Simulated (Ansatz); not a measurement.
Working through a convergence test of the k-point mesh of Be₄NiGe, space group F-43m

With the Ansatz DFT code, driven from Python.

Run as a notebook:

```python
import ansatz as az
import pandas as pd
from pymatgen.core import Lattice, Structure
from pymatgen.io.ase import AseAtomsAdaptor
```

```python
XC = "lda"
SMEARING = "gaussian"
```

```python
pmg_structure = Structure(
    Lattice([(0.0, 3.065908, 3.065908), (3.065908, 0.0, 3.065908), (3.065908, 3.065908, 0.0)]),
    ["Be", "Be", "Be", "Be", "Ni", "Ge"],
    [
        (0.376736, 0.376736, 0.376736),
        (0.869792, 0.376736, 0.376736),
        (0.376736, 0.376736, 0.869792),
        (0.376736, 0.869792, 0.376736),
        (0.75, 0.75, 0.75),
        (0.0, 0.0, 0.0),
    ],
)
be4nige = az.Crystal.from_ase(AseAtomsAdaptor.get_atoms(pmg_structure)).moments(Ni=1.5)
```

```python
[site.symbol for site in be4nige.resolved().sites]
```

    ['Be', 'Be', 'Be', 'Be', 'Ni', 'Ge']

```python
base = be4nige.calculation()
base = base.functional(XC)
base = base.spin("collinear").pseudopotentials("paw")
base = base.occupations(SMEARING)
```

```python
rows = []
for value in [(2, 2, 2), (3, 3, 3), (4, 4, 4), (5, 5, 5), (6, 6, 6), (8, 8, 8)]:
    data = base.kpoints(mesh=value).run(threads=1).report
    rows.append((value, data["free_energy_ev"] / len(data["lattice"]["sites"]), data["n_iterations"], data["magnetization_mub"], data["n_kpoints"]))
```

    DeckWarning: basis.ecutwfc = 420 eV, auto-derived from the records' recommended cutoffs: set by Be (normal level)
    RunWarning: the starting moments were not kept: the SCF closed with an absolute magnetisation of 9.5e-7 μB, where they sum to 1.5 μB in size (1 site). That is at most 0.1 of that sum. Measured as dr2_m measures the in/out step, that magnetisation stands [...]

```python
table = pd.DataFrame(rows, columns=["mesh", "F/atom (eV)", "iterations", "moment (muB)", "k-points"])
table.round(5)
```

            mesh  F/atom (eV)  iterations  moment (muB)  k-points
    0  (2, 2, 2)  -1723.74226          12      -0.00000         3
    1  (3, 3, 3)  -1723.65369          14       0.59355         4
    2  (4, 4, 4)  -1723.69348          12       0.00000         8
    3  (5, 5, 5)  -1723.70869          12       0.00000        10
    4  (6, 6, 6)  -1723.69990          12       0.00000        16
    5  (8, 8, 8)  -1723.70040          12       0.00000        29

```python
# the last row is the reference
for row in rows[:-1]:
    shift = 1000 * (row[1] - rows[-1][1])
    print(f"{row[0]}: {shift:+.2f} meV/atom" + ("  (within 2 meV)" if abs(shift) < 2 else ""))
```

    (2, 2, 2): -41.86 meV/atom
    (3, 3, 3): +46.72 meV/atom
    (4, 4, 4): +6.92 meV/atom
    (5, 5, 5): -8.29 meV/atom
    (6, 6, 6): +0.50 meV/atom  (within 2 meV)

From 6×6×6 on it stays within 2 meV an atom of the value at 8×8×8; the first row (2×2×2) is off by 41.9 meV and the last but one by 0.50 meV. That rests on few rows after larger swings, so the series isn't shown to be converged. It goes up and down, since the sum over k-points isn't variational.

Notes:
- The SCF didn't keep the moments it started from (some shrank, vanished or turned); what is printed is the state reached.
- The overall sign of a collinear moment is arbitrary, and semilocal functionals can give small moments to compounds that are paramagnetic.
- This cell is a computed structure, which may not be the phase found in nature.
- Warnings are shown shortened and without file and line.
- Shifts are counted from the finest mesh, which is itself no proven limit.
- Timing: 38 s on 1 thread of Arm Neoverse V1, on a shared host, peak memory 0.56 GiB.
